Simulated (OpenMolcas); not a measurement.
# CH5BClN (SMILES CNBCl): levels of theory compared

Aim: a comparison of 6 runs (B2PLYP/def2-SVP, B3LYP/def2-SVP, M06-2X/def2-SVP, revPBE/def2-SVP, MP2/def2-SVP, CCSD(T)/def2-SVP) of CH5BClN. 

Program for the calculation: OpenMolcas 26.06.

1 further run of the same task is left out (set aside as unsound or not needed).

**1. The structure to begin with**

CH5BClN has 9 atoms, charge 0, and is taken as a singlet. SMILES: `CNBCl`. One bond was lengthened or shortened from a relaxed shape.

Bond lengths: C1–N2 1.445 Å, N2–B3 1.588 Å, B3–Cl4 1.771 Å, C1–H5 1.094 Å, C1–H6 1.094 Å, C1–H7 1.090 Å, N2–H8 1.009 Å, B3–H9 1.192 Å. Some angles: C1–N2–B3 126.0°, N2–B3–Cl4 119.6°, C1–N2–H8 115.0°, B3–N2–H8 119.0°, N2–C1–H5 111.4°, N2–C1–H6 111.4°, N2–C1–H7 109.2°, N2–B3–H9 121.5°, Cl4–B3–H9 118.9°, H5–C1–H6 108.3°.

**2. The energy at B2PLYP/def2-SVP (run 1)**

Input file test.input:

```
&GATEWAY
BASLIB=$CurrDir
COORD
9
angstrom
C        0.488085       0.510473      -1.177338
N       -0.429915      -0.197627      -0.315638
B       -0.261100      -0.415200       1.248200
Cl      -1.495300      -1.314500       2.144800
H        0.884985      -0.142027      -1.960438
H        0.005885       1.367273      -1.656738
H        1.324685       0.878273      -0.583938
H       -1.242515      -0.577127      -0.777838
H        0.681600       0.014200       1.838200
BASIS=def2-SVP
GROUP=NoSym
&SEWARD
GRIDINPUT
Grid=UltraFine
End of Grid
&SCF
KSDFT=B2PLYP_SCF
THRESHOLDS=1e-10 1e-07 1e-07 1e-05
PRORBITALS=0
&MBPT2
FROZEN=8
```

The basis set def2-SVP is read from a file made from the Basis Set Exchange's data (not shown).

Launch:

```
$ export MOLCAS_MEM=1860
$ pymolcas test.input > test.log
```

The log of the run:

```text
--- Start Module: gateway ---
[...]
--- Stop Module: gateway /rc=_RC_ALL_IS_WELL_ ---
[...]
      Basis functions           85
[...]
--- Start Module: scf ---
[...]
       Convergence after  14 Iterations
[...]
::    Total KS-DFT energy                            -580.2794423835
[...]
      Total spin, S                                     0.0000000000
[...]
      Total electronic charge=   40.000000
      Total            charge=   -0.000000
[...]
      Dipole Moment (debye):
      Origin of the operator (angstrom)=   -0.6967   -0.5924    0.8703
                   X=  5.0010E-01               Y=  6.4508E-01               Z= -1.7530E+00           Total=  1.9338E+00
      Quadrupole Moment (debye*angstrom):
[...]
--- Stop Module: scf /rc=_RC_ALL_IS_WELL_ ---
[...]
--- Start Module: mbpt2 ---
[...]
 ###    WARNING: MP2 implementation intended for RHF references only         ###
 ###############################################################################
MBPT2 WARNING: Reference function according to RunFile:KS-DFT
I'll assume you know what you're doing and continue
WARNING!
Default frozen orbitals as non valence orbitals is overwritten by user input.
Default values:   8
[...]
       Reference weight ( Cref**2 )         =        0.77961
::    Total MBPT2 energy                             -580.9352341497
[...]
      Total MBPT2 calculations                           0.16      0.19
--- Stop Module: mbpt2 /rc=_RC_ALL_IS_WELL_ ---
[...]
```

Wall time 16 s (1 thread of Intel Xeon 6975P-C (Granite Rapids), shared host); peak memory 0.47 GiB.

**3. The energy at B3LYP/def2-SVP (run 2)**

Input file input.xyz:

```xyz
9

C      0.488085     0.510473    -1.177338
N     -0.429915    -0.197627    -0.315638
B     -0.261100    -0.415200     1.248200
Cl    -1.495300    -1.314500     2.144800
H      0.884985    -0.142027    -1.960438
H      0.005885     1.367273    -1.656738
H      1.324685     0.878273    -0.583938
H     -1.242515    -0.577127    -0.777838
H      0.681600     0.014200     1.838200
```

Input file calc.inp:

```
* CH5BClN Kohn-Sham DFT

&GATEWAY
 BasLib = $CurrDir
 Coord = input.xyz
 Basis = def2-SVP
 Group = NoSym

&SEWARD
 GridInput
 Grid=UltraFine
 End of Grid

&SCF
 KSDFT = B3LYP
 Thresholds = 1e-10 1e-07 1e-07 1e-05
 PrOrbitals = 1 1
```

The basis set def2-SVP is read from a file made from the Basis Set Exchange's data (not shown).

Launch:

```
$ export MOLCAS_MEM=1860
$ pymolcas calc.inp > calc.log
```

The log of the run:

```text
--- Start Module: gateway ---
[...]
--- Stop Module: gateway /rc=_RC_ALL_IS_WELL_ ---
--- Start Module: seward ---
[...]
      Basis functions           85
--- Stop Module: seward /rc=_RC_ALL_IS_WELL_ ---
[...]
--- Start Module: scf ---
[...]
       Convergence after  16 Iterations
[...]
::    Total KS-DFT energy                            -580.7622350341
[...]
      Total spin, S                                     0.0000000000
[...]
      Total electronic charge=   40.000000
      Total            charge=   -0.000000
[...]
      Dipole Moment (debye):
      Origin of the operator (angstrom)=   -0.6967   -0.5924    0.8703
                   X=  3.7202E-01               Y=  5.9781E-01               Z= -1.8882E+00           Total=  2.0152E+00
      Quadrupole Moment (debye*angstrom):
[...]
--- Stop Module: scf /rc=_RC_ALL_IS_WELL_ ---
[...]
```

It took 19 s on 1 thread of Intel Xeon 6975P-C (Granite Rapids), shared host; peak memory 0.47 GiB.

Runs 3 to 5 aren't shown in full; the table further down has their settings and results.

**4. A single-point energy at CCSD(T)/def2-SVP (run 6)**

Input file coord.xyz:

```xyz
9

C      0.488085     0.510473    -1.177338
N     -0.429915    -0.197627    -0.315638
B     -0.261100    -0.415200     1.248200
Cl    -1.495300    -1.314500     2.144800
H      0.884985    -0.142027    -1.960438
H      0.005885     1.367273    -1.656738
H      1.324685     0.878273    -0.583938
H     -1.242515    -0.577127    -0.777838
H      0.681600     0.014200     1.838200
```

Input file test.inp:

```
&GATEWAY
 BASLIB
 $CurrDir
 COORD
 coord.xyz
 BASIS
 def2-SVP
 GROUP
 NoSym

&SEWARD

&SCF
 THRESHOLDS
 1e-10 1e-07 1e-07 1e-05
 PRORBITALS
 0

&RASSCF
 FILEORB
 $Project.ScfOrb
 SPIN
 1
 NACTEL
 0 0 0
 INACTIVE
 20
 RAS2
 0
 OUTORBITALS
 Canonical
 ORBLISTING
 Few

&MOTRA
 JOBIPH
 FROZEN
 8

&CCSDT
 CCT
 TRIPLES
 2
 ITERATIONS
 80
 ACCURACY
 1e-08
 EXTRAPOLATION
 5 4
```

The basis set def2-SVP is read from a file made from the Basis Set Exchange's data (not shown).

Launch:

```
$ export MOLCAS_MEM=1860
$ pymolcas test.inp > test.log
```

The log of the run:

```text
--- Start Module: gateway ---
[...]
--- Stop Module: gateway /rc=_RC_ALL_IS_WELL_ ---
[...]
      Basis functions           85
[...]
       Convergence after  13 Iterations
[...]
::    Total SCF energy                               -579.2394337458
[...]
      Total spin, S                                     0.0000000000
[...]
      Number of active orbitals                  0
[...]
      Spin quantum number                      0.0
[...]
      Active orbitals                            0
[...]
      Number of CSFs                             1
[...]
      Number of root(s) required                 1
[...]
      Convergence after  4 iterations
[...]
      Natural orbitals and occupation numbers for root  1
      ************************************************************************************************************************
      *                                                    Final results                                                     *
      ************************************************************************************************************************
[...]
::    RASSCF root number  1 Total energy:   -579.23943375
[...]
      Total electronic charge=   40.000000
      Total            charge=   -0.000000
[...]
      Dipole Moment (debye):
      Origin of the operator (angstrom)=   -0.6967   -0.5924    0.8703
                   X=  6.5921E-01               Y=  7.0761E-01               Z= -1.6040E+00           Total=  1.8730E+00
      Quadrupole Moment (debye*angstrom):
[...]
--- Start Module: motra ---
[...]
      *** WARNING: Default frozen orbitals is overwritten by user input.
      *** Default values:   8
[...]
--- Stop Module: motra /rc=_RC_ALL_IS_WELL_ ---
--- Start Module: ccsdt ---
[...]
      Convergence after                    16  Iterations
      Total energy (diff) :    -579.81914623      -0.00000000
[...]
 METHOD                       : CCSD+T(CCSD)+<T3(1)WT1> = CCSD(T)
[...]
       CCSD     =      -579.8191462325826
[...]
--- Stop Module: ccsdt /rc=_RC_ALL_IS_WELL_ ---
[...]
```

Run time: 33 s. Hardware: 1 thread of Intel Xeon 6975P-C (Granite Rapids), shared host; peak memory 0.47 GiB.

**5. All runs side by side**

```
run             level  frozen core orbitals  integration grid  energy (Eh)  dipole moment (D) of the reference  HOMO energy (eV)  LUMO energy (eV)  wall time
  1   B2PLYP/def2-SVP                     8         UltraFine  -580.456506                                1.93             -8.20              1.20       16 s
  2    B3LYP/def2-SVP                     –         UltraFine  -580.762235                                2.02             -6.80             -0.37       19 s
  3   M06-2X/def2-SVP                     –         UltraFine  -580.668071                                2.07             -8.35              0.72       23 s
  4   revPBE/def2-SVP                     –         UltraFine  -580.621406                                2.14             -5.73             -1.06       18 s
  5      MP2/def2-SVP                     8                 –  -579.773306                                1.87            -10.28              3.44      4.5 s
  6  CCSD(T)/def2-SVP                     8                 –  -579.835647                                1.87            -10.28              3.44       33 s
```

**6. What came out**

| quantity | value |
| --- | --- |
| run 6: total energy | -579.83565 Eh |
| run 6: dipole moment (mean-field density) | 1.87 D |
| run 6: HOMO energy (Hartree–Fock orbitals) | -10.28 eV |
| run 6: LUMO energy (Hartree–Fock orbitals) | 3.44 eV |
| run 6: HOMO–LUMO gap (Hartree–Fock orbitals) | 13.72 eV |
| run 6: correlation energy (8 core orbitals frozen) | -596.2 mEh |
| run 6: (T) correction | -16.50 mEh |

In words: Over runs 1, 2, 3, 4 the dipole moment (its size) runs from 1.93 D (B2PLYP/def2-SVP) to 2.14 D (revPBE/def2-SVP). A double hybrid's value is that of its SCF part. Over runs 1, 2, 3, 4 the HOMO–LUMO gap runs from 4.67 eV (revPBE/def2-SVP) to 9.40 eV (B2PLYP/def2-SVP). For B2PLYP the log adds the whole second-order term; the table takes 0.27 of it, as the functional is defined. Totals of different functionals can't be ranked against each other. All runs together took 1.9 min, the longest 33 s.
